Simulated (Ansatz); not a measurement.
# C2H10OSi: the cost of one run

Method: RKS PBE0-D4/def2-SVP, in Ansatz 0.2.0.

1 further run of the same task is left out (it didn't finish).

## (1) The starting structure

Bond lengths: Si1–O2 2.067 Å, O2–C3 1.392 Å, Si1–H4 1.468 Å, Si1–H5 1.479 Å, Si1–H6 1.460 Å, Si1–C8 2.179 Å, C3–H9 1.095 Å, C3–H10 1.096 Å, C3–H11 1.093 Å, C8–H12 1.088 Å, C8–H13 1.087 Å, C8–H14 1.100 Å. Angles (14 of 23 angles, heavy atoms first): Si1–O2–C3 126.1°, O2–Si1–C8 74.7°, O2–Si1–H4 135.6°, O2–Si1–H5 85.3°, O2–Si1–H6 103.4°, H4–Si1–C8 85.9°, H5–Si1–C8 155.4°, H6–Si1–C8 93.8°, O2–C3–H9 109.4°, O2–C3–H10 111.5°, O2–C3–H11 109.4°, Si1–C8–H12 91.3°, Si1–C8–H13 108.0°, Si1–C8–H14 136.7°.

Coordinates:

```xyz
14

Si   -1.0569    0.3308    0.7006
O     0.8473   -0.4171    0.4061
C     1.1878   -1.7582    0.2575
H    -1.6242    1.5913    1.1939
H    -1.0265   -0.4262    1.9709
H    -1.8804   -0.4773   -0.1933
H     0.5713    0.4521   -0.4882
C    -0.2136    1.5241   -0.9164
H     2.2708   -1.8449    0.1249
H     0.6845   -2.2081   -0.6062
H     0.8949   -2.3087    1.1552
H    -1.2071    1.7947   -1.2683
H     0.2285    2.4163   -0.4795
H     0.3236    1.3311   -1.8572
```

## (2) A restrained relaxation towards end A

Springs on the bonds that form and break draw the guess towards this end; the thresholds are loose.

Input file input.yaml:

```yaml
crystal:
  periodic: [false, false, false]
  atoms:
    - { symbol: Si, position_ang: [-1.0569, 0.3308, 0.7006] }
    - { symbol: O, position_ang: [0.8473, -0.4171, 0.4061] }
    - { symbol: C, position_ang: [1.1878, -1.7582, 0.2575] }
    - { symbol: H, position_ang: [-1.6242, 1.5913, 1.1939] }
    - { symbol: H, position_ang: [-1.0265, -0.4262, 1.9709] }
    - { symbol: H, position_ang: [-1.8804, -0.4773, -0.1933] }
    - { symbol: H, position_ang: [0.5713, 0.4521, -0.4882] }
    - { symbol: C, position_ang: [-0.2136, 1.5241, -0.9164] }
    - { symbol: H, position_ang: [2.2708, -1.8449, 0.1249] }
    - { symbol: H, position_ang: [0.6845, -2.2081, -0.6062] }
    - { symbol: H, position_ang: [0.8949, -2.3087, 1.1552] }
    - { symbol: H, position_ang: [-1.2071, 1.7947, -1.2683] }
    - { symbol: H, position_ang: [0.2285, 2.4163, -0.4795] }
    - { symbol: H, position_ang: [0.3236, 1.3311, -1.8572] }
basis:
  gaussian: { orbitals: def2-SVP }
hamiltonian:
  xc: pbe0
  dispersion: d4
relax:
  f_tol: 0.15
  max_steps: 25
  restrain:
    - { distance: [0, 7], at: 3.17, k: 30.0 }
    - { distance: [6, 1], at: 2.27, k: 30.0 }
    - { distance: [0, 1], at: 1.77, k: 30.0 }
    - { distance: [6, 7], at: 1.07, k: 30.0 }
output:
  orbitals: {}
```

On the command line:

```
$ ansatz run input.yaml --threads 2 --pin off --max-ram 3072MiB --backend cpu --events-out ev --progress --plain --runs-dir out
```

Q: Estimate wall time and peak memory on 2 threads of Arm Neoverse V1, shared host.

About 28 s, with a peak of 0.23 GiB.
